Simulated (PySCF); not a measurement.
# A diatomic session: SrN

One table from this session's results is given with a row withheld; the runs are named, their logs left out.

Computed with PySCF 2.14.0. Level: Sr def2-SVPD with ECP28, N def2-SVPD, scalar-relativistic core potentials.

Set-up of the first run:

Settings of the job:

```yaml
atoms: Sr, N
charge: 0
basis: Sr def2-SVPD with ECP28, N def2-SVPD
Hamiltonian: scalar-relativistic core potentials
basis_functions: 46
electrons_treated: 17
masses_in_u: 87.9056, 14.0031
levels: PBE0, PBE, r²SCAN, BLYP, M06-L, B97-3, HF, MP2, SCS-MP2, CCSD, CCSD(T)
grid: 80 radial by 434 angular points
occupations: held fixed by the projection of orbital angular momentum
dissociation_limit: Sr + N, each in its ground configuration
starting_distance_in_angstrom: 2.365
values_of_2S_to_try: 1, 3
```

On the command line:

```
> OMP_NUM_THREADS=1 python dia.py task.json out
```

Among the steps run: Set-up; First curve: PBE0; Other states along the same grid; PBE (GGA); r²SCAN (meta-GGA); BLYP; M06-L; B97-3 (global hybrid GGA); UHF (mean field); Adding correlation.

One table of the session follows, with a row left open; its other results are not shown here.

Energy (eV) from each level's lowest point:

| R (Å) | UHF | UHF-MP2 | UHF-SCS-MP2 | UHF-CCSD | UHF-CCSD(T) |
| --- | --- | --- | --- | --- | --- |
| 2.071 | 0.919 | 0.763 | 0.793 | n/a | n/a |
| 2.167 | 0.448 | 0.349 | 0.370 | 0.377 | 0.381 |
| 2.264 | 0.170 | 0.116 | 0.129 | 0.133 | 0.137 |
| 2.336 | 0.057 | 0.030 | 0.036 | 0.038 | 0.041 |
| 2.408 | 0.005 | 0.000 | 0.000 | 0.000 | 0.000 |
| 2.480 | ? | ? | ? | ? | ? |
| 2.577 | 0.046 | 0.078 | 0.065 | 0.055 | 0.047 |
| 2.697 | 0.156 | 0.209 | 0.186 | 0.162 | 0.146 |
| 2.841 | 0.285 | 0.479 | 0.469 | 0.289 | 0.292 |
| 3.034 | 0.232 | 0.656 | 0.648 | n/a | n/a |

Q: Estimate the row for R (Å) = 2.480 from the others.

Worked estimate for «UHF». A straight line through the neighbours (2.408, 0.005) and (2.577, 0.046) gives 0.005 + (0.046 − 0.005) × (2.480 − 2.408) / (2.577 − 2.408) = 0.022; a parabola fitted to 4 rows on both sides gives 0.005.

As computed: UHF: 0.000; UHF-MP2: 0.013; UHF-SCS-MP2: 0.007; UHF-CCSD: 0.004; UHF-CCSD(T): 0.001. In «UHF» the line misses by +0.022 and the parabola by +0.005.
